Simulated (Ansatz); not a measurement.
# Cd (Cadmium): the cost of one run

Computed with Ansatz 0.2.0 (DFT LDA, frozen-core PAW, scalar-relativistic unless said, unless a step's input says otherwise).

### 1 The system as given

The structure is hexagonal, space group P6_3/mmc (No. 194). Conventional cell: a = 2.979 Å, b = 2.979 Å, c = 5.618 Å, α = 90.00°, β = 90.00°, γ = 120.00°. Cd (site symmetry -6m2) has 12 Cd at 2.98 to 3.29 Å as nearest neighbours.

Structure file:

```xyz
2
Lattice="2.9789 0.0000 0.0000 -1.4894 2.5798 0.0000 0.0000 0.0000 5.6177" Properties=species:S:1:pos:R:3 pbc="T T T"
Cd    0.0000    1.7199    1.4044
Cd    1.4894    0.8599    4.2132
```

Cartesian axes are those of the input's lattice vectors. The structure goes back to a database entry.

### 2 Cell and atoms relaxed, PAW

File input.yaml:

```yaml
crystal:
  lattice:
    - [2.97887000001, 0.0, 0.0]
    - [-1.48943500001, 2.57977709458, 0.0]
    - [0.0, 0.0, 5.61765]
  atoms:
    - { symbol: Cd, position: [0.333333333333, 0.666666666667, 0.25] }
    - { symbol: Cd, position: [0.666666666667, 0.333333333333, 0.75] }
kpoints:
  mp_grid: { grid: [18, 18, 8] }
scf:
  occupations: { method: fermi_dirac, width: 0.05 }
hamiltonian:
  xc: lda
  pseudopotentials: { kind: paw }
relax:
  f_tol: 0.002
  max_steps: 80
  cell: {}
output:
  forces: true
  stress: true
```

Command:

```console
$ ansatz run input.yaml --threads 1 --pin off --max-ram 3072MiB --backend cpu --events-out ev --progress --plain --runs-dir out
```

**Question.** How long does this run take on 1 thread of Arm Neoverse V1, shared host, and how much memory does it need?

About 41 s, with a peak of 0.41 GiB.
